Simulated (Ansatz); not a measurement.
# C4H12Ge: geometry and frequencies at several levels

Aim: geometry and frequencies at several levels, for C4H12Ge, with the cost of each level.

Computed with Ansatz 0.2.0 (the levels named in each step, unless a step's input says otherwise).

## Step 1: Starting point

Bond lengths (14 of 16 bonds, heavy atoms first): C1–Ge2 1.988 Å, Ge2–C3 1.987 Å, Ge2–C4 1.987 Å, Ge2–C5 1.987 Å, C1–H6 1.086 Å, C1–H7 1.086 Å, C1–H8 1.086 Å, C3–H9 1.086 Å, C3–H10 1.086 Å, C3–H11 1.086 Å, C4–H12 1.086 Å, C4–H13 1.086 Å, C4–H14 1.086 Å, C5–H15 1.086 Å. Angles (14 of 30 angles, heavy atoms first): C1–Ge2–C3 109.9°, C1–Ge2–C4 109.8°, C1–Ge2–C5 109.3°, C3–Ge2–C4 109.4°, C3–Ge2–C5 109.0°, C4–Ge2–C5 109.5°, Ge2–C1–H6 111.1°, Ge2–C1–H7 110.7°, Ge2–C1–H8 110.6°, Ge2–C3–H9 110.5°, Ge2–C3–H10 111.2°, Ge2–C3–H11 110.8°, Ge2–C4–H12 110.8°, Ge2–C4–H13 110.9°.

Coordinates:

```xyz
17

C    -0.2276   -1.0609   -1.6680
Ge   -0.0024   -0.0011   -0.0016
C    -0.0639    1.9405   -0.4209
C    -1.4553   -0.4455    1.2790
C     1.7568   -0.4299    0.8166
H    -1.2099   -0.9019   -2.1028
H    -0.1156   -2.1223   -1.4670
H     0.5179   -0.7778   -2.4054
H     0.1470    2.5293    0.4675
H    -1.0423    2.2305   -0.7923
H     0.6733    2.1962   -1.1764
H    -2.4287   -0.2222    0.8520
H    -1.4343   -1.4997    1.5391
H    -1.3490    0.1287    2.1947
H     1.7990   -1.4703    1.1246
H     2.5636   -0.2535    0.1114
H     1.9338    0.1876    1.6925
```

## Step 2: A rough first relaxation, PBE-D4/def2-SVP

This run stands in another session on the same molecule. It ended at:

```xyz
17

C    -0.2322   -1.0501   -1.6506
Ge    0.0033    0.0015    0.0023
C    -0.0678    1.9264   -0.4257
C    -1.4371   -0.4422    1.2757
C     1.7514   -0.4276    0.8105
H    -1.2230   -0.8516   -2.1069
H    -0.1612   -2.1362   -1.4395
H     0.5480   -0.7920   -2.3949
H     0.0984    2.5372    0.4845
H    -1.0551    2.2004   -0.8492
H     0.7118    2.1939   -1.1673
H    -2.4307   -0.2115    0.8410
H    -1.4160   -1.5202    1.5343
H    -1.3275    0.1395    2.2132
H     1.8039   -1.4996    1.0886
H     2.5764   -0.2147    0.1011
H     1.9198    0.1747    1.7260
```

## Step 3: Relaxation, PBE0-D4/def2-TZVP

input.yaml

```yaml
crystal:
  periodic: [false, false, false]
  atoms:
    - { symbol: C, position_ang: [-0.23220838, -1.05011096, -1.65056747] }
    - { symbol: Ge, position_ang: [0.00329884, 0.00153984, 0.00229229] }
    - { symbol: C, position_ang: [-0.06779407, 1.92638302, -0.42571406] }
    - { symbol: C, position_ang: [-1.43711341, -0.44223512, 1.27568157] }
    - { symbol: C, position_ang: [1.7513629, -0.42761139, 0.8104851] }
    - { symbol: H, position_ang: [-1.22295824, -0.85159722, -2.10687977] }
    - { symbol: H, position_ang: [-0.16118743, -2.13621158, -1.43952695] }
    - { symbol: H, position_ang: [0.54797165, -0.79201867, -2.39486841] }
    - { symbol: H, position_ang: [0.09840442, 2.53721199, 0.48449822] }
    - { symbol: H, position_ang: [-1.05508833, 2.20043617, -0.84919004] }
    - { symbol: H, position_ang: [0.71177236, 2.19393736, -1.16730519] }
    - { symbol: H, position_ang: [-2.43070725, -0.21149904, 0.84101125] }
    - { symbol: H, position_ang: [-1.41601685, -1.52019357, 1.53434148] }
    - { symbol: H, position_ang: [-1.32750439, 0.13952794, 2.21315087] }
    - { symbol: H, position_ang: [1.80390537, -1.49958255, 1.08863765] }
    - { symbol: H, position_ang: [2.57640179, -0.21468387, 0.10113756] }
    - { symbol: H, position_ang: [1.91980103, 0.17465763, 1.7259859] }
basis:
  gaussian: { orbitals: def2-TZVP }
hamiltonian:
  xc: pbe0
  dispersion: d4
relax:
  f_tol: 0.004
  max_steps: 150
```

Run with:

```bash
> ansatz run input.yaml --threads 4 --pin off --max-ram 10240MiB --backend cpu --events-out ev --progress --plain --runs-dir out
```

Log, shortened:

```text
Warning: RAYON_NUM_THREADS=4 ignored (pool sized by the plan → 4); use --threads N
[...]
Functional definition: PBE0
[...]
1649 factors; their error is unknown
[...]
mean field -60852.08136889 eV, -2236.2727432846 hartree, gradient 1.0e-5 eV, S^2 0.000000; 0 other end points of the search recorded, 0 dependent functions left out
[...]
reference -60852.08140653 eV, -2236.2727446676 hartree; 34, 34 occupied and 210, 210 virtual orbitals, 1649 factors
relax step   1: F+E_penalty+E_count = -60852.37532670 eV  Δ(F+E_penalty+E_count) = +0.000e0 eV  max|allowed force component| = 5.307e-1 eV/Å  Δτ_max = 0.0000 Å  (28 SCF iters, accepted)
[...]
relax step   4: F+E_penalty+E_count = -60852.43907906 eV  Δ(F+E_penalty+E_count) = -7.086e-5 eV  max|allowed force component| = 1.626e-3 eV/Å  Δτ_max = 0.0086 Å  (29 SCF iters, accepted)
[...]
relax step   5: F+E_penalty+E_count = -60852.43911469 eV  Δ(F+E_penalty+E_count) = -3.563e-5 eV  max|allowed force component| = 2.704e-3 eV/Å  Δτ_max = 0.0114 Å  (29 SCF iters, accepted)
1649 factors; their error is unknown
[...]
mean field -60852.14258175 eV, -2236.2749928156 hartree, gradient 2.3e-5 eV, S^2 0.000000; 1 other end points of the search recorded, 0 dependent functions left out
[...]
reference -60852.14261892 eV, -2236.2749941816 hartree; 34, 34 occupied and 210, 210 virtual orbitals, 1649 factors
Total energy: -60852.43915186 eV, -2236.2858915660 hartree
Atom 0 at    -0.234471    -1.043833    -1.636681 Å, force     0.000542     0.001165     0.002126 eV/Å
Atom 1 at     0.003718     0.001628     0.002613 Å, force    -0.000433    -0.000367    -0.000304 eV/Å
Atom 2 at    -0.069194     1.911794    -0.425130 Å, force     0.000250    -0.002439     0.000963 eV/Å
Atom 3 at    -1.422859    -0.438440     1.270765 Å, force     0.002704     0.000961    -0.002550 eV/Å
Atom 4 at     1.741211    -0.422980     0.801243 Å, force    -0.002582     0.000715    -0.001143 eV/Å
Atom 5 at    -1.199537    -0.823145    -2.097389 Å, force     0.002005    -0.000862     0.000264 eV/Å
Atom 6 at    -0.195029    -2.113432    -1.420549 Å, force    -0.000351     0.001922    -0.001194 eV/Å
Atom 7 at     0.550690    -0.811499    -2.359081 Å, force    -0.001836    -0.001092     0.000972 eV/Å
Atom 8 at     0.062279     2.513663     0.476412 Å, force    -0.000375    -0.000366    -0.002203 eV/Å
Atom 9 at    -1.031611     2.170029    -0.871653 Å, force     0.002178     0.000073     0.000807 eV/Å
Atom 10 at     0.718759     2.178390    -1.132494 Å, force    -0.001693     0.000278     0.001370 eV/Å
Atom 11 at    -2.401472    -0.208665     0.844457 Å, force     0.000327    -0.000300     0.000801 eV/Å
Atom 12 at    -1.400202    -1.500644     1.522600 Å, force    -0.000412     0.000688     0.000306 eV/Å
Atom 13 at    -1.308411     0.134449     2.193213 Å, force    -0.000625    -0.000602    -0.000169 eV/Å
Atom 14 at     1.801931    -1.484593     1.049417 Å, force     0.000522     0.001991    -0.000388 eV/Å
Atom 15 at     2.551555    -0.186571     0.108613 Å, force    -0.000726    -0.000493     0.001668 eV/Å
Atom 16 at     1.894982     0.151797     1.716815 Å, force     0.000505    -0.001271    -0.001326 eV/Å
Dipole moment:     0.000029     0.000000     0.000040 e Å
```

Wall time 27 s (4 threads of Arm Neoverse V2, shared host); peak memory 0.82 GiB.

The steps of the relaxation:

| step | E - E(step 1) (eV) | largest force component (eV/Å) |
| --- | --- | --- |
| 1 | 0.0000 | 0.5307 |
| 2 | -0.0589 | 0.1515 |
| 3 | -0.0637 | 0.0042 |
| 4 | -0.0638 | 0.0016 |
| 5 | -0.0638 | 0.0027 |

Step 1 is the start.

Before: Bond lengths (14 of 16 bonds, heavy atoms first): C1–Ge2 1.973 Å, Ge2–C3 1.973 Å, Ge2–C4 1.973 Å, Ge2–C5 1.973 Å, C1–H6 1.109 Å, C1–H7 1.109 Å, C1–H8 1.109 Å, C3–H9 1.109 Å, C3–H10 1.109 Å, C3–H11 1.109 Å, C4–H12 1.109 Å, C4–H13 1.109 Å, C4–H14 1.109 Å, C5–H15 1.109 Å. Angles (14 of 30 angles, heavy atoms first): C1–Ge2–C3 109.5°, C1–Ge2–C4 109.5°, C1–Ge2–C5 109.4°, C3–Ge2–C4 109.5°, C3–Ge2–C5 109.4°, C4–Ge2–C5 109.5°, Ge2–C1–H6 110.9°, Ge2–C1–H7 110.8°, Ge2–C1–H8 110.7°, Ge2–C3–H9 110.7°, Ge2–C3–H10 110.9°, Ge2–C3–H11 110.8°, Ge2–C4–H12 110.8°, Ge2–C4–H13 110.8°.

After: Bond lengths (14 of 16 bonds, heavy atoms first): C1–Ge2 1.959 Å, Ge2–C3 1.959 Å, Ge2–C4 1.959 Å, Ge2–C5 1.959 Å, C1–H6 1.092 Å, C1–H7 1.092 Å, C1–H8 1.092 Å, C3–H9 1.092 Å, C3–H10 1.092 Å, C3–H11 1.092 Å, C4–H12 1.092 Å, C4–H13 1.092 Å, C4–H14 1.092 Å, C5–H15 1.092 Å. Angles (14 of 30 angles, heavy atoms first): C1–Ge2–C3 109.5°, C1–Ge2–C4 109.5°, C1–Ge2–C5 109.5°, C3–Ge2–C4 109.5°, C3–Ge2–C5 109.5°, C4–Ge2–C5 109.5°, Ge2–C1–H6 110.7°, Ge2–C1–H7 110.7°, Ge2–C1–H8 110.7°, Ge2–C3–H9 110.7°, Ge2–C3–H10 110.7°, Ge2–C3–H11 110.7°, Ge2–C4–H12 110.7°, Ge2–C4–H13 110.7°.

## Step 4: Relaxation, PBE0-D4/def2-SVP

input.yaml

```yaml
crystal:
  periodic: [false, false, false]
  atoms:
    - { symbol: C, position_ang: [-0.23447137, -1.04383333, -1.63668077] }
    - { symbol: Ge, position_ang: [0.00371812, 0.00162836, 0.00261293] }
    - { symbol: C, position_ang: [-0.06919356, 1.91179434, -0.42513049] }
    - { symbol: C, position_ang: [-1.42285851, -0.43843964, 1.27076504] }
    - { symbol: C, position_ang: [1.74121111, -0.42297974, 0.80124256] }
    - { symbol: H, position_ang: [-1.19953718, -0.82314502, -2.09738857] }
    - { symbol: H, position_ang: [-0.19502883, -2.11343154, -1.42054915] }
    - { symbol: H, position_ang: [0.55068976, -0.81149897, -2.35908076] }
    - { symbol: H, position_ang: [0.06227875, 2.51366338, 0.47641235] }
    - { symbol: H, position_ang: [-1.03161111, 2.17002907, -0.87165337] }
    - { symbol: H, position_ang: [0.71875913, 2.17839013, -1.13249387] }
    - { symbol: H, position_ang: [-2.4014718, -0.20866459, 0.84445717] }
    - { symbol: H, position_ang: [-1.40020166, -1.50064391, 1.52259953] }
    - { symbol: H, position_ang: [-1.30841081, 0.13444873, 2.19321273] }
    - { symbol: H, position_ang: [1.80193074, -1.4845931, 1.04941682] }
    - { symbol: H, position_ang: [2.55155482, -0.18657114, 0.10861278] }
    - { symbol: H, position_ang: [1.8949824, 0.15179695, 1.71681508] }
basis:
  gaussian: { orbitals: def2-SVP }
hamiltonian:
  xc: pbe0
  dispersion: d4
relax:
  f_tol: 0.004
  max_steps: 80
```

Run with:

```bash
> ansatz run input.yaml --threads 4 --pin off --max-ram 10240MiB --backend cpu --events-out ev --progress --plain --runs-dir out
```

Log, shortened:

```text
Warning: RAYON_NUM_THREADS=4 ignored (pool sized by the plan → 4); use --threads N
[...]
Functional definition: PBE0
[...]
1644 factors; integrals over basis functions are off by at most 3.5e-4 eV
[...]
mean field -60840.27852242 eV, -2235.8389966771 hartree, gradient 3.8e-5 eV, S^2 0.000000; 0 other end points of the search recorded, 0 dependent functions left out
[...]
reference -60840.27855422 eV, -2235.8389978458 hartree; 34, 34 occupied and 114, 114 virtual orbitals, 1644 factors
relax step   1: F+E_penalty+E_count = -60840.57505536 eV  Δ(F+E_penalty+E_count) = +0.000e0 eV  max|allowed force component| = 3.202e-1 eV/Å  Δτ_max = 0.0000 Å  (24 SCF iters, accepted)
[...]
relax step   3: F+E_penalty+E_count = -60840.59060193 eV  Δ(F+E_penalty+E_count) = -1.114e-3 eV  max|allowed force component| = 1.899e-2 eV/Å  Δτ_max = 0.0027 Å  (22 SCF iters, accepted)
[...]
Atom 7 at     0.556921    -0.811807    -2.364688 Å, force    -0.000041    -0.000218    -0.000238 eV/Å
Atom 8 at     0.062681     2.519070     0.482753 Å, force    -0.000020     0.000444    -0.000106 eV/Å
Atom 9 at    -1.038485     2.172965    -0.875553 Å, force     0.000032     0.000196    -0.000029 eV/Å
Atom 10 at     0.724653     2.181579    -1.137508 Å, force    -0.000013     0.000326    -0.000041 eV/Å
Atom 11 at    -2.409369    -0.207387     0.842223 Å, force    -0.000244    -0.000093     0.000255 eV/Å
Atom 12 at    -1.400582    -1.508529     1.525397 Å, force    -0.000224    -0.000044     0.000205 eV/Å
Atom 13 at    -1.308298     0.138549     2.200649 Å, force    -0.000252    -0.000084     0.000195 eV/Å
Atom 14 at     1.804016    -1.492660     1.050187 Å, force     0.000217    -0.000023     0.000053 eV/Å
Atom 15 at     2.558457    -0.183629     0.104351 Å, force     0.000328    -0.000047     0.000190 eV/Å
Atom 16 at     1.896599     0.154801     1.724462 Å, force     0.000313    -0.000106     0.000152 eV/Å
Dipole moment:     0.000012     0.000009     0.000012 e Å
```

Wall time 13 s (4 threads of Arm Neoverse V2, shared host); peak memory 0.47 GiB.

The steps of the relaxation:

| step | E - E(step 1) (eV) | largest force component (eV/Å) |
| --- | --- | --- |
| 1 | 0.0000 | 0.3202 |
| 2 | -0.0144 | 0.1031 |
| 3 | -0.0155 | 0.0190 |
| 4 | -0.0156 | 0.0008 |

Step 1 is the start.

Before: Bond lengths (14 of 16 bonds, heavy atoms first): C1–Ge2 1.959 Å, Ge2–C3 1.959 Å, Ge2–C4 1.959 Å, Ge2–C5 1.959 Å, C1–H6 1.092 Å, C1–H7 1.092 Å, C1–H8 1.092 Å, C3–H9 1.092 Å, C3–H10 1.092 Å, C3–H11 1.092 Å, C4–H12 1.092 Å, C4–H13 1.092 Å, C4–H14 1.092 Å, C5–H15 1.092 Å. Angles (14 of 30 angles, heavy atoms first): C1–Ge2–C3 109.5°, C1–Ge2–C4 109.5°, C1–Ge2–C5 109.5°, C3–Ge2–C4 109.5°, C3–Ge2–C5 109.5°, C4–Ge2–C5 109.5°, Ge2–C1–H6 110.7°, Ge2–C1–H7 110.7°, Ge2–C1–H8 110.7°, Ge2–C3–H9 110.7°, Ge2–C3–H10 110.7°, Ge2–C3–H11 110.7°, Ge2–C4–H12 110.7°, Ge2–C4–H13 110.7°.

After: Bond lengths (14 of 16 bonds, heavy atoms first): C1–Ge2 1.958 Å, Ge2–C3 1.958 Å, Ge2–C4 1.958 Å, Ge2–C5 1.958 Å, C1–H6 1.101 Å, C1–H7 1.101 Å, C1–H8 1.101 Å, C3–H9 1.101 Å, C3–H10 1.101 Å, C3–H11 1.101 Å, C4–H12 1.101 Å, C4–H13 1.101 Å, C4–H14 1.101 Å, C5–H15 1.101 Å. Angles (14 of 30 angles, heavy atoms first): C1–Ge2–C3 109.5°, C1–Ge2–C4 109.5°, C1–Ge2–C5 109.5°, C3–Ge2–C4 109.5°, C3–Ge2–C5 109.5°, C4–Ge2–C5 109.5°, Ge2–C1–H6 110.8°, Ge2–C1–H7 110.8°, Ge2–C1–H8 110.8°, Ge2–C3–H9 110.8°, Ge2–C3–H10 110.8°, Ge2–C3–H11 110.8°, Ge2–C4–H12 110.8°, Ge2–C4–H13 110.8°.

## Step 5: Frequencies, PBE0-D4/def2-SVP

input.yaml

```yaml
crystal:
  periodic: [false, false, false]
  atoms:
    - { symbol: C, position_ang: [-0.23442884, -1.04335634, -1.63560754] }
    - { symbol: Ge, position_ang: [0.00367754, 0.00165025, 0.00255002] }
    - { symbol: C, position_ang: [-0.06919836, 1.91064978, -0.4249025] }
    - { symbol: C, position_ang: [-1.42189557, -0.43812321, 1.2700835] }
    - { symbol: C, position_ang: [1.74018791, -0.42259766, 0.80058218] }
    - { symbol: H, position_ang: [-1.20615714, -0.82133301, -2.10236079] }
    - { symbol: H, position_ang: [-0.19643962, -2.12189193, -1.41944748] }
    - { symbol: H, position_ang: [0.55692125, -0.81180735, -2.36468849] }
    - { symbol: H, position_ang: [0.06268133, 2.51907024, 0.48275282] }
    - { symbol: H, position_ang: [-1.03848463, 2.17296472, -0.87555272] }
    - { symbol: H, position_ang: [0.7246526, 2.18157886, -1.13750762] }
    - { symbol: H, position_ang: [-2.40936945, -0.20738655, 0.84222344] }
    - { symbol: H, position_ang: [-1.40058165, -1.5085293, 1.52539681] }
    - { symbol: H, position_ang: [-1.30829765, 0.13854927, 2.20064916] }
    - { symbol: H, position_ang: [1.80401629, -1.49266005, 1.05018659] }
    - { symbol: H, position_ang: [2.55845659, -0.18362895, 0.10435101] }
    - { symbol: H, position_ang: [1.8965994, 0.1548012, 1.72446164] }
basis:
  gaussian: { orbitals: def2-SVP }
hamiltonian:
  xc: pbe0
  dispersion: d4
phonons: {}
```

Run with:

```bash
> ansatz run input.yaml --threads 4 --pin off --max-ram 10240MiB --backend cpu --events-out ev --progress --plain --runs-dir out
```

Log, shortened:

```text
Warning: RAYON_NUM_THREADS=4 ignored (pool sized by the plan → 4); use --threads N
[...]
Functional definition: PBE0
[...]
1644 factors; integrals over basis functions are off by at most 3.7e-4 eV
[...]
mean field -60840.29421819 eV, -2235.8395734859 hartree, gradient 5.7e-5 eV, S^2 0.000000; 0 other end points of the search recorded, 0 dependent functions left out
[...]
reference -60840.29424994 eV, -2235.8395746529 hartree; 34, 34 occupied and 114, 114 virtual orbitals, 1644 factors
[...]
1644 factors; integrals over basis functions are off by at most 3.7e-4 eV
[...]
mean field -60840.29405072 eV, -2235.8395673315 hartree, gradient 9.6e-7 eV, S^2 0.000000; 0 other end points of the search recorded, 0 dependent functions left out
[...]
reference -60840.29408248 eV, -2235.8395684985 hartree; 34, 34 occupied and 114, 114 virtual orbitals, 1644 factors
[...]
Atom 7 at     0.556921    -0.811807    -2.364688 Å, force    -0.000041    -0.000218    -0.000236 eV/Å
Atom 8 at     0.062681     2.519070     0.482753 Å, force    -0.000020     0.000444    -0.000105 eV/Å
Atom 9 at    -1.038485     2.172965    -0.875553 Å, force     0.000032     0.000195    -0.000030 eV/Å
Atom 10 at     0.724653     2.181579    -1.137508 Å, force    -0.000013     0.000326    -0.000041 eV/Å
Atom 11 at    -2.409369    -0.207387     0.842223 Å, force    -0.000244    -0.000092     0.000254 eV/Å
Atom 12 at    -1.400582    -1.508529     1.525397 Å, force    -0.000223    -0.000045     0.000205 eV/Å
Atom 13 at    -1.308298     0.138549     2.200649 Å, force    -0.000251    -0.000083     0.000196 eV/Å
Atom 14 at     1.804016    -1.492660     1.050187 Å, force     0.000216    -0.000025     0.000053 eV/Å
Atom 15 at     2.558457    -0.183629     0.104351 Å, force     0.000328    -0.000046     0.000189 eV/Å
Atom 16 at     1.896599     0.154801     1.724462 Å, force     0.000312    -0.000105     0.000153 eV/Å
Dipole moment:     0.000013     0.000009     0.000012 e Å
[...]
```

It took 3.1 min on 4 threads of Arm Neoverse V2, shared host; peak memory 0.47 GiB.

Harmonic frequencies (cm⁻¹; negative: imaginary): 127, 138, 138, 138, 168, 168, 185, 185, 185, 569, 612, 612, 612, 695, 695, 695, 829, 829, 831, 831, 831, 1248, 1248, 1248, 1262, 1428, 1428, 1428, 1432, 1432, 1445, 1445, 1445, 3059, 3059, 3059, 3060, 3167, 3167, 3167, 3167, 3167, 3168, 3168, 3168.

## Step 6: The levels compared

| level | C1–Ge2 (Å) | Ge2–C3 (Å) | Ge2–C4 (Å) | rotational constants (MHz) | dipole (D) | highest frequency (cm⁻¹) | CPU time |
| --- | --- | --- | --- | --- | --- | --- | --- |
| PBE0-D4/def2-TZVP | 1.9588 | 1.9588 | 1.9588 | 2879.8, 2879.7, 2879.5 | 0.00 | - | 1.7 min |
| PBE0-D4/def2-SVP | 1.9576 | 1.9576 | 1.9576 | 2877.8, 2877.7, 2877.7 | 0.00 | 3168 | 48 s |

Constants are for the commonest isotopes at the equilibrium geometry; times are CPU times of the relaxations.

## Step 7: Outcome

| quantity | value |
| --- | --- |
| C1–Ge2 at PBE0-D4/def2-SVP | 1.958 Å |
| Ge2–C3 at PBE0-D4/def2-SVP | 1.958 Å |
| Ge2–C4 at PBE0-D4/def2-SVP | 1.958 Å |
| frequencies at PBE0-D4/def2-SVP | 127 to 3168 cm⁻¹ |

**Reading.** The C–Ge distance spreads over 0.001 Å, from PBE0-D4/def2-SVP (shortest) to PBE0-D4/def2-TZVP. No mode is imaginary, so the geometry is a minimum.
